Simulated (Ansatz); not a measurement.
Run this with Ansatz 0.2.0 through its Python package and show what comes out.

`elastic.py`:
```python
# -*- coding: utf-8 -*-
"""Elastic constants of Sn."""

from dataclasses import replace
import logging
import sys
import warnings

import ansatz as az
from ase import Atoms
import numpy as np

logging.basicConfig(stream=sys.stdout, format="%(levelname)s:%(name)s:%(message)s")
log = logging.getLogger("ansatz_job")
log.setLevel(logging.INFO)

SETTINGS = {
    "xc": "LDA",
    "smearing": "fermi_dirac",
    "kgrid": (16, 16, 16),
}


def main():
    warnings.simplefilter("ignore", az.DeckWarning)

    atoms = Atoms(
        ["Sn"],
        scaled_positions=[
            (0.0, 0.0, 0.0),
        ],
        cell=[
            (-1.894652, 1.894652, 1.894652),
            (1.894652, -1.894652, 1.894652),
            (1.894652, 1.894652, -1.894652),
        ],
        pbc=True,
    )
    sn = az.Crystal.from_ase(atoms)

    job = (
        sn.calculation()
        .functional(SETTINGS["xc"])
        .occupations(SETTINGS["smearing"])
        .kpoints(*SETTINGS["kgrid"])
    )
    # relax, then strain
    rest = job.relax(cell=True).run(threads=1, pin="off").lattice
    relaxed = az.Crystal(lattice=az.Lattice.of(rest.cell_ang))
    for site in rest.sites:
        relaxed = relaxed.atom(site.symbol, site.position_frac)
    job = replace(job, crystal=relaxed)
    log.info("relaxed volume {:.3f} A^3".format(abs(np.linalg.det(rest.cell_ang))))
    result = job.elastic("relaxed_ion", amplitude=0.003).run(threads=1, pin="off")
    elastic = result.elastic

    print(np.array2string(np.round(elastic.c_gpa, 1) + 0.0, suppress_small=True))
    print("Voigt stress of the unstrained cell (GPa, tension positive):", np.round(elastic.sigma0_gpa, 3) + 0.0)
    print("smallest eigenvalue of C:", round(elastic.stability.min_eigenvalue_gpa, 1), "GPa; tensor positive definite:", elastic.stability.min_eigenvalue_gpa > 0)
    # averaged moduli need a positive definite tensor
    if elastic.stability.min_eigenvalue_gpa > 0:
        m = elastic.moduli
        log.info(f"K = {m.k_hill_gpa:.1f}, G = {m.g_hill_gpa:.1f}, E = {m.youngs_gpa:.1f} GPa, Poisson ratio {m.poisson:.3f}, K/G = {m.k_hill_gpa / m.g_hill_gpa:.2f}")


if __name__ == "__main__":
    main()
```

Output of `python elastic.py`:
```text
INFO:ansatz_job:relaxed volume 25.546 A^3
[[41.5 66.9 66.9  0.   0.   0. ]
 [66.9 41.5 66.9  0.   0.   0. ]
 [66.9 66.9 41.5  0.   0.   0. ]
 [ 0.   0.   0.  11.1  0.   0. ]
 [ 0.   0.   0.   0.  11.1  0. ]
 [ 0.   0.   0.   0.   0.  11.1]]
Voigt stress of the unstrained cell (GPa, tension positive): [0.001 0.001 0.001 0.    0.    0.   ]
smallest eigenvalue of C: -25.4 GPa; tensor positive definite: False
```

Reading the output:
- This isn't the structure that Sn takes at ambient conditions.
- Shear constants of a metal converge slowly with the k-point mesh and can be wrong in sign on a coarse one; the constants belong to the cell that was strained.
- Wall time of the script: 65 s on 1 thread of Intel(R) Xeon(R) Processor @ 2.30GHz, on a shared host, peak memory 0.67 GiB.

(A comment or docstring line of the script was reworded after the run, the code is as it ran.)
